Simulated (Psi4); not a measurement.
# CASSCF(6,6)/6-311G (density fitting for correlation, nat orbs yes) run of [GeH3]− (SMILES [H][Ge-]([H])[H])

Aim: a single-point energy of [GeH3]−. Input form: a QCSchema input.

Program for the calculation: Psi4 1.11.

**1. The molecule**

[GeH3]− has 4 atoms, charge -1, and is taken as a singlet. SMILES: `[H][Ge-]([H])[H]`. Geometry: a GFN2-xTB relaxation, a rough one for these elements and not checked as a minimum.

Bond lengths: Ge1–H2 1.752 Å, Ge1–H3 1.754 Å, Ge1–H4 1.756 Å. Angles: H2–Ge1–H3 89.1°, H2–Ge1–H4 89.3°, H3–Ge1–H4 89.6°.

**2. A single-point energy at CASSCF(6,6)/6-311G (density fitting for correlation, nat orbs yes)**

input.json

```json
{
 "schema_name": "qcschema_input",
 "schema_version": 1,
 "molecule": {
  "schema_name": "qcschema_molecule",
  "schema_version": 2,
  "symbols": ["Ge", "H", "H", "H"],
  "geometry": [-0.01421074, 0.01096041, 1.45132856, 2.68709606, -0.05945078, -0.46190576, -1.28021386, 2.3611561, -0.51347638, -1.39267146, -2.31268463, -0.47592752],
  "molecular_charge": -1,
  "molecular_multiplicity": 1,
  "fix_symmetry": "c1"
 },
 "driver": "energy",
 "model": {
  "method": "casscf",
  "basis": "6-311G"
 },
 "keywords": {
  "scf_type": "pk",
  "restricted_docc": [15],
  "mcscf_type": "df",
  "mcscf_algorithm": "ts",
  "mcscf_maxiter": 40,
  "active": [6],
  "nat_orbs": true,
  "mcscf_r_convergence": 0.0001,
  "mcscf_e_convergence": 1e-07,
  "guess": "core",
  "maxiter": 50
 }
}
```

Started as:

```sh
$ psi4 --qcschema input.json -n 1 --memory 1600MB
```

stdout:

```text
[...]
  Running in c1 symmetry.
[...]
  Nuclear repulsion =   29.605012028104341
[...]
  Multiplicity = 1
[...]
  Nalpha       = 18
  Nbeta        = 18
[...]
    Number of basis functions: 48
[...]
   @RHF iter   1: -1981.23003077939256   -1.98123e+03   1.24088e+00 ADIIS
[...]
   @RHF iter  13: -2077.00184770884516   -6.82121e-12   3.11448e-09 DIIS
[...]
    Orbital Energies [Eh]
    ---------------------
    Doubly Occupied:
       1A   -404.991974     2A    -51.896526     3A    -45.984751
       4A    -45.984750     5A    -45.984095     6A     -6.938522
       7A     -4.914005     8A     -4.914001     9A     -4.910919
      10A     -1.384372    11A     -1.384371    12A     -1.380977
      13A     -1.380966    14A     -1.378971    15A     -0.440573
      16A     -0.186964    17A     -0.186408    18A     -0.096538
[...]
      Warning! Maxstep = 0.67, scaling to 0.50
   @DF-MCSCF  2:  -2077.037360298164   -2.6882e-02  3.18e-03  1.24e-06    7    1  TS
[...]
   @DF-MCSCF Final Energy: -2077.054957035952157
[...]
    Warning: Norm of correction (root 0) is < 1.0E-13
   @CI  1:     0  -2077.054957035952   -8.8818E-16   1.0409E-12 c
   ==> Energetics <==
    SCF energy =         -2077.001847708845162
    Total MCSCF energy = -2077.054957035952157
[...]
 Multipole Moments:
 ------------------------------------------------------------------------------------
     Multipole            Electronic (a.u.)      Nuclear  (a.u.)        Total (a.u.)
 ------------------------------------------------------------------------------------
 L = 1.  Multiply by 2.5417464519 to convert [e a0] to [Debye]
 Dipole X            :         -0.0342138            0.0307843           -0.0034295
 Dipole Y            :          0.0297707           -0.0237535            0.0060172
 Dipole Z            :          3.7344116           -3.1439633            0.5904482
 Magnitude           :                                                    0.5904889
[...]
```

The result, in JSON:

```text
{
 "driver": "energy",
 "model": {
  "method": "casscf",
  "basis": "6-311G"
 },
 "success": true,
 "return_result": -2077.0549570359517,
 "properties": {
  "calcinfo_nbasis": 48,
  "calcinfo_nmo": 48,
  "calcinfo_nalpha": 18,
  "calcinfo_nbeta": 18,
  "calcinfo_natom": 4,
  "nuclear_repulsion_energy": 29.60501202810434,
  "return_energy": -2077.0549570359517,
  "scf_one_electron_energy": -2964.5343544495167,
  "scf_two_electron_energy": 857.9274947125675,
  "scf_dipole_moment": [-0.005530296765039244, 0.008507212687906218, 0.8692634016700667],
  "scf_total_energy": -2077.001847708845,
  "scf_iterations": 13
 }
}
```

Run time: 2 s. Hardware: 1 thread of Intel Xeon 6975P-C (Granite Rapids), shared host; peak memory 0.23 GiB.

**3. What came out**

At CASSCF(6,6)/6-311G (density fitting for correlation, nat orbs yes):

| quantity | value |
| --- | --- |
| total energy | -2077.05496 Eh |
